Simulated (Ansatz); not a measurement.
# C₂H₆OSeSi: one species, many methods

The task here is to estimate one member of a computed series from the others.

Computed with Ansatz 0.2.0, Gaussian basis. Level: functionals in def2-TZVPP, the program's frozen cores in correlated methods.

The runs, in order: PBE-D4, r2SCAN-D4, PBE0-D4, B3LYP-D4, ωB97X-V, ωB97M-V, B2PLYP; CCSD(T)/def2-TZVPP; MP2/def2-QZVPP; extrapolation to the limit.

## Structure used throughout

All runs share one geometry, relaxed beforehand with PBE0-D4 in a triple-zeta def2 set.

11 atoms, charge 0, spin multiplicity 1.

Atoms are counted from 1 here; the program's logs count them from 0.

Bond lengths: O1–C2 1.201 Å, C2–C3 1.488 Å, C2–H6 1.110 Å, C3–Si4 1.902 Å, C3–Se5 1.956 Å, C3–H7 1.094 Å, Si4–H8 1.482 Å, Si4–H9 1.481 Å, Si4–H10 1.490 Å, Se5–H11 1.471 Å. Angles: O1–C2–C3 126.1°, O1–C2–H6 120.5°, C3–C2–H6 113.3°, C2–C3–Si4 109.7°, C2–C3–Se5 114.0°, C2–C3–H7 108.6°, Si4–C3–Se5 107.0°, Si4–C3–H7 107.8°, Se5–C3–H7 109.5°, C3–Si4–H8 107.8°, C3–Si4–H9 108.5°, C3–Si4–H10 110.1°, H8–Si4–H9 111.4°, H8–Si4–H10 109.2°, H9–Si4–H10 110.0°, C3–Se5–H11 91.5°.

Geometry (Å):

```xyz
11
charge 0, multiplicity 1
O    -1.4868    1.5156   -0.8197
C    -0.3565    1.3307   -0.4575
C     0.3869    0.0437   -0.5243
Si    0.4758   -0.7368    1.2081
Se   -0.4263   -1.2841   -1.7088
H     0.2264    2.1507    0.0122
H     1.4102    0.2476   -0.8526
H     1.2665   -1.9855    1.1014
H    -0.9035   -1.0101    1.6720
H     1.1557    0.1931    2.1538
H    -1.6830   -0.5218   -1.7637
```

The first run:

Input file in.yaml:

```yaml
crystal:
  periodic: [false, false, false]
  atoms:
    - {symbol: O, position_ang: [-1.486841, 1.515609, -0.819660]}
    - {symbol: C, position_ang: [-0.356452, 1.330653, -0.457546]}
    - {symbol: C, position_ang: [0.386900, 0.043704, -0.524350]}
    - {symbol: Si, position_ang: [0.475786, -0.736799, 1.208068]}
    - {symbol: Se, position_ang: [-0.426259, -1.284091, -1.708843]}
    - {symbol: H, position_ang: [0.226383, 2.150650, 0.012169]}
    - {symbol: H, position_ang: [1.410154, 0.247638, -0.852608]}
    - {symbol: H, position_ang: [1.266497, -1.985521, 1.101372]}
    - {symbol: H, position_ang: [-0.903470, -1.010059, 1.671966]}
    - {symbol: H, position_ang: [1.155671, 0.193132, 2.153834]}
    - {symbol: H, position_ang: [-1.682970, -0.521818, -1.763702]}
basis:
  gaussian: {orbitals: def2-TZVPP}
hamiltonian: {xc: pbe, dispersion: d4}
output: {forces: true, orbitals: {seedname: orbitals}}
```

Launch:

```console
ansatz run in.yaml --threads 4 --pin off --events-out ev --progress --plain --max-ram 10444MiB
```

Steps of the session up to this table: PBE-D4 (GGA); r2SCAN-D4 (meta-GGA); PBE0-D4 (hybrid); B3LYP-D4 (hybrid); ωB97X-V (range-separated); ωB97M-V (range-separated); B2PLYP (double hybrid); CCSD(T) in def2-TZVPP; MP2 in def2-QZVPP.

One of the session's tables, all rows but one given; the rest of the session is left out.

| method | atomisation energy (kcal/mol) |
| --- | --- |
| PBE-D4 | ? |
| r2SCAN-D4 | 930.2 |
| PBE0-D4 | 926.9 |
| B3LYP-D4 | 925.4 |
| ωB97X-V | 930.3 |
| ωB97M-V | 927.0 |
| B2PLYP | 914.4 |
| HF/def2-TZVPP | 653.7 |
| MP2/def2-TZVPP | 917.4 |
| CCSD/def2-TZVPP | 886.0 |
| CCSD(T)/def2-TZVPP | 902.7 |
| MP2/CBS | 942.8 |
| CCSD(T)/CBS | 928.1 |

Estimate the missing values for PBE-D4.

As computed: atomisation energy (kcal/mol): 947.2. In the column «atomisation energy (kcal/mol)» it is the highest.
